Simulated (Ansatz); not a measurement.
**C₂H₄OSeSi: one species, many methods**

Aim: compute C₂H₄OSeSi with functionals from several rungs and with coupled cluster. The yardstick is the atomisation energy at the CCSD(T) limit.

The runs use Ansatz 0.2.0, Gaussian basis; functionals in def2-TZVPP, the program's frozen cores in correlated methods.

Plan: LDA (SPW92), PBE-D4, revPBE-D4, BLYP-D4, r2SCAN-D4, B97M-V, PBE0-D4, B3LYP-D4, r2SCANh-D4, r2SCAN0-D4, HSE06-D4, BHLYP-D4, CAM-B3LYP-D4, LC-ωPBE, ωB97X-V, ωB97M-V, B2PLYP, PBE-QIDH; CCSD(T)/def2-SVP; CCSD(T)/def2-TZVPP; MP2/def2-QZVPP; extrapolation to the limit; RPA on PBE.

### Step 1. Structure used throughout

An earlier PBE0-D4 in a triple-zeta def2 set relaxation fixed the geometry.

SMILES `O=C([SiH3])C=[Se]`, 9 atoms, charge 0, spin multiplicity 1.

Atoms are counted from 1 here; the program's logs count them from 0.

Bond lengths: O1–C2 1.212 Å, C2–Si3 1.942 Å, C2–C4 1.488 Å, Si3–H6 1.483 Å, Si3–H7 1.482 Å, Si3–H8 1.483 Å, C4–Se5 1.748 Å, C4–H9 1.090 Å. Angles: O1–C2–Si3 121.0°, O1–C2–C4 118.8°, Si3–C2–C4 120.2°, C2–Si3–H6 110.9°, C2–Si3–H7 104.4°, C2–Si3–H8 111.0°, H6–Si3–H7 110.0°, H6–Si3–H8 110.4°, H7–Si3–H8 110.0°, C2–C4–Se5 122.0°, C2–C4–H9 115.5°, Se5–C4–H9 122.5°.

Geometry (Å):

| atom | x (Å) | y (Å) | z (Å) |
| --- | --- | --- | --- |
| O1 | -0.8246 | -1.7121 | 0.5693 |
| C2 | -0.5090 | -0.5958 | 0.2183 |
| Si3 | 1.3512 | -0.1335 | -0.0921 |
| C4 | -1.5753 | 0.4240 | 0.0259 |
| Se5 | -1.2153 | 2.0562 | -0.4870 |
| H6 | 1.5696 | 0.2629 | -1.5048 |
| H7 | 2.0944 | -1.3810 | 0.2056 |
| H8 | 1.7890 | 0.9494 | 0.8225 |
| H9 | -2.5914 | 0.0834 | 0.2252 |

### Step 2. LDA

This LDA is Slater exchange with PW92 correlation.

in.yaml reads:

```yaml
crystal:
  periodic: [false, false, false]
  atoms:
    - {symbol: O, position_ang: [-0.824618, -1.712102, 0.569262]}
    - {symbol: C, position_ang: [-0.509043, -0.595785, 0.218293]}
    - {symbol: Si, position_ang: [1.351168, -0.133477, -0.092105]}
    - {symbol: C, position_ang: [-1.575252, 0.424029, 0.025926]}
    - {symbol: Se, position_ang: [-1.215342, 2.056166, -0.487008]}
    - {symbol: H, position_ang: [1.569568, 0.262938, -1.504815]}
    - {symbol: H, position_ang: [2.094407, -1.380969, 0.205646]}
    - {symbol: H, position_ang: [1.788965, 0.949363, 0.822457]}
    - {symbol: H, position_ang: [-2.591353, 0.083437, 0.225244]}
basis:
  gaussian: {orbitals: def2-TZVPP}
hamiltonian: {xc: lda}
output: {orbitals: {seedname: orbitals}}
```

Started as:

```bash
ansatz run in.yaml --threads 4 --pin off --events-out ev --progress --plain --max-ram 10444MiB
```

Further steps of the session: PBE-D4 (GGA); revPBE-D4 (GGA); BLYP-D4 (GGA); r2SCAN-D4 (meta-GGA); B97M-V (meta-GGA); PBE0-D4 (hybrid); B3LYP-D4 (hybrid); r2SCANh-D4 (hybrid); r2SCAN0-D4 (hybrid); HSE06-D4 (hybrid); BHLYP-D4 (hybrid); CAM-B3LYP-D4 (range-separated); LC-ωPBE (range-separated); ωB97X-V (range-separated); ωB97M-V (range-separated); B2PLYP (double hybrid); PBE-QIDH (double hybrid); CCSD(T) in def2-SVP; CCSD(T) in def2-TZVPP; MP2 in def2-QZVPP; RPA on PBE orbitals.

Before running them: what should the planned runs give, taken together? Wanted: atomisation energy, CCSD(T)/CBS; farthest beyond LDA; mean size of error, GGA; mean size of error, meta-GGA; mean size of error, hybrid; mean size of error, range-separated; mean size of error, double hybrid; gap, smallest and largest; T1 diagnostic.

As calculated:

| quantity | value |
| --- | --- |
| atomisation energy, CCSD(T)/CBS | 3248.7 kJ/mol |
| functionals within 32.5 kJ/mol (1.0 %) | revPBE-D4, BLYP-D4, r2SCAN-D4, B97M-V, PBE0-D4, B3LYP-D4, r2SCANh-D4, HSE06-D4, CAM-B3LYP-D4, ωB97X-V, ωB97M-V |
| farthest beyond LDA | BHLYP-D4 (-152.2 kJ/mol) |
| mean size of error, GGA | 41.7 kJ/mol |
| mean size of error, meta-GGA | 5.6 kJ/mol |
| mean size of error, hybrid | 47.0 kJ/mol |
| mean size of error, range-separated | 22.8 kJ/mol |
| mean size of error, double hybrid | 44.2 kJ/mol |
| gap, smallest and largest | 0.86 eV (LDA (SPW92)), 7.86 eV (LC-ωPBE) |
| T1 diagnostic | 0.0152 |
| triples share of the correlation energy | 4.6 % |

**Reading.** LDA overbinds by 538.0 kJ/mol (17 %). PBE-D4 is off by +98.0 kJ/mol. Double hybrids carry the basis error of their MP2 part in triple zeta, and no dispersion term here, so their miss is partly the set-up's. The rungs meta-GGA, range-separated miss on average by less than the doubt on the reference (32.5 kJ/mol), so they tie. The reference freezes the cores and leaves out relativity and excitations past (T), and its outer-core shells are covered unevenly, so misses under about 32.5 kJ/mol can't be ranked. All levels share the lack of spin-orbit coupling, which lowers the free heavy atoms and so the true binding. Hartree-Fock recovers 68 % of the binding; the rest is correlation. CCSD(T) in def2-SVP is off by -197.5 kJ/mol, more than most functionals: a good method in a small basis is no reference. The gap grows from 0.9 to 7.9 eV across the functionals, mostly with the share of exact exchange. The restricted reference is unstable towards a spin-broken one. Correlated methods include outer-core shells of Se, which these sets cover unevenly.
